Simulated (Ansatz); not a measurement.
**GaBN+ (triplet): wave-function methods side by side, cc-pVDZ**

One table from this session's results is given with a row withheld; the runs are named, their logs left out.

Computed with Ansatz 0.2.0, Gaussian basis. Level: cc-pVDZ, core rule «outside noble gas», up to 16 orbitals frozen.

To be run: UHF; CCSD(T) on ROHF; CCSD(T) on UHF; BCCD(T) on ROHF; CISD; CCSDT(Q) on ROHF; CCSDT(Q) on UHF.

28 further runs of the same task are left out: 6 for a known fault of the program, 8 that didn't finish, 14 set aside as unsound or not needed.

### The geometry

The geometry is a PBE0/def2-TZVP stationary point (not a proven minimum) of the parent state, kept for this charge and spin. No spin-orbit coupling is included. The filled d shell of Ga may be among the frozen orbitals whatever the setting's name suggests; the logs give the count.

3 atoms, charge 1, spin multiplicity 3.

Atoms are counted from 1 here; the program's logs count them from 0.

Bond lengths: B1–N2 1.262 Å, N2–Ga3 1.878 Å. Angles: B1–N2–Ga3 180.0°.

As a file:

```xyz
3

B     0.0000    0.0000   -1.4672
N     0.0000    0.0000   -0.2052
Ga    0.0000    0.0000    1.6724
```

Set-up of the first run:

The input, in.yaml:

```yaml
crystal:
  periodic: [false, false, false]
  atoms:
    - {symbol: B, position_ang: [0.000000, 0.000000, -1.467200]}
    - {symbol: N, position_ang: [0.000000, 0.000000, -0.205200]}
    - {symbol: Ga, position_ang: [0.000000, 0.000000, 1.672400]}
basis:
  gaussian: {orbitals: cc-pVDZ}
total_charge: 1
magnetization: {spin_polarized: true, initial_magnetization: 2}
hamiltonian: {xc: hf}
output: {orbitals: {seedname: orbitals}}
```

Launch:

```sh
ansatz run in.yaml --threads 1 --pin off --events-out ev --progress --plain --max-ram 2393MiB
```

Among the steps run: UHF; CCSD(T) on ROHF; CCSD(T) on UHF; BCCD(T) on ROHF; CISD; CCSDT(Q) on ROHF; CCSDT(Q) on UHF.

One of the session's tables, all rows but one given; the rest of the session is left out.

```
   method  from UCCSDT(Q) (meV)
     ROHF               +6986.4
      UHF               +6879.6
     RMP2                +632.3
     UMP2                +614.2
    RCCSD                +390.8
    UCCSD                +377.9
 RCCSD(T)                 +68.4
 UCCSD(T)                 +60.5
  BCCD(T)                 +67.6
   RCCSDT                 +43.4
   UCCSDT                     ?
RCCSDT(Q)                 +14.2
UCCSDT(Q)                     0
```

Estimate the missing values for UCCSDT.

**Answer.** from UCCSDT(Q) (meV): +33.9. In the column «from UCCSDT(Q) (meV)» it lies between RCCSDT(Q) (+14.2) and RCCSDT (+43.4).

Not comparable, so not listed: CISD (they don't share determinant, frozen orbitals or solution with the rows shown, or repeat one).

To keep in mind: Restricted and unrestricted rows rest on different reference determinants; where their highest levels disagree by more than a few hundredths of an eV, they describe different states and don't form one ladder.
